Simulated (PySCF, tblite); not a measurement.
**C₃H₁₃N₃OSi: geometry, infrared bands and NMR shifts**

Wanted: the infrared bands and NMR shifts of C₃H₁₃N₃OSi (`C[Si@](N)(O)NCCN`), by calculation.

Programs: tblite 0.8.0 and PySCF 2.14.0, with density-fitted response routines of our own. Each step states its level of theory. These are calculated values for one molecule in the gas phase, unless marked as measured. Atoms count from 0, in the outputs and in this text.

### 1 Starting geometry

21 atoms, charge 0, multiplicity 1; geometry from: force field or distance geometry start.

Bonds of the start (Å): C0–Si1 1.82, Si1–N2 1.66, Si1–O3 1.64, Si1–N4 1.69, N4–C5 1.46, C5–C6 1.55, C6–N7 1.46, C0–H8 1.09, C0–H9 1.11, C0–H10 1.10, N2–H11 1.01, N2–H12 1.03, O3–H13 0.96, N4–H14 1.02, C5–H15 1.10, C5–H16 1.11, C6–H17 1.10, C6–H18 1.09, N7–H19 1.02, N7–H20 1.02.

### 2 Optimising the geometry with GFN2-xTB

What the job is given:

```
{"job": {"kind": "relax", "xc": "GFN2-xTB", "basis": "xTB"}, "charge": 0, "multiplicity": 1}
C     -1.952400    -1.248200    -0.429800
Si    -1.133600     0.371700    -0.493800
N     -2.118000     1.678700    -0.215100
O     -0.330200     0.770900    -1.866500
N     -0.002200     0.652200     0.731700
C      0.875200    -0.346100     1.339500
C      1.984400    -0.908100     0.413300
N      2.640000     0.114500    -0.404500
H     -1.252000    -2.074200    -0.574400
H     -2.464700    -1.417500     0.534700
H     -2.727300    -1.336400    -1.210400
H     -1.554000     2.514800    -0.219600
H     -2.473100     1.615500     0.747900
H     -0.901100     0.937800    -2.621500
H      0.587600     1.415200     0.385200
H      0.292600    -1.170000     1.778500
H      1.371300     0.148700     2.195900
H      2.741000    -1.417000     1.028500
H      1.556600    -1.667700    -0.241700
H      1.946000     0.480200    -1.060600
H      2.904900     0.902000     0.182300
```

The run is started by

```bash
> OMP_NUM_THREADS=1 python probes_run.py task.json out
```

The driver reads the jobs from task.json and runs them one after another.

**Question.** This job is followed by: GFN2-xTB harmonic vibrations, gas phase; GIAO PBE0/pcSseg-1 NMR shielding, non-relativistic, gas phase. What will the session give for the following? strongest single infrared mode (GFN2-xTB); zero-point energy (GFN2-xTB); 13C shifts against TMS (PBE0/pcSseg-1); 1H shifts against TMS (PBE0/pcSseg-1, means over atoms taken as alike); 29Si shifts against TMS (PBE0/pcSseg-1); 15N shifts against NH3 (PBE0/pcSseg-1); 17O shifts against H2O (PBE0/pcSseg-1); surface potential, 1st and 99th percentile.

**Answer**, as computed:

| quantity | value |
| --- | --- |
| strongest single infrared mode (GFN2-xTB) | 909 cm⁻¹, 280 km/mol |
| zero-point energy (GFN2-xTB) | 110.1 kcal/mol |
| 13C shifts against TMS (PBE0/pcSseg-1) | 50.2, 50.0, -3.5 ppm |
| 1H shifts against TMS (PBE0/pcSseg-1, means over atoms taken as alike) | 2.84, 2.64, 2.50, 2.40, 1.61, 1.06, 0.85, 0.30, 0.01 ppm |
| 29Si shifts against TMS (PBE0/pcSseg-1) | -19.6 ppm |
| 15N shifts against NH3 (PBE0/pcSseg-1) | 47.3, 29.4, 27.0 ppm |
| 17O shifts against H2O (PBE0/pcSseg-1) | 54.6 ppm |
| surface potential, 1st and 99th percentile | -1.95 V and 1.95 V |

Relaxing lowered the energy by 0.699 eV in 93 steps; the close pair that moved most is C0–Si1, from 1.816 to 1.893 Å. All 57 modes are real, so the xTB geometry is a minimum. The strongest single mode, at 909 cm⁻¹, has its largest shares on Si1, C5 and N2 (the list is cut at 3 atoms). Unscaled tight-binding wavenumbers are off by several per cent, some by more. Its intensities can rank the bands wrongly.
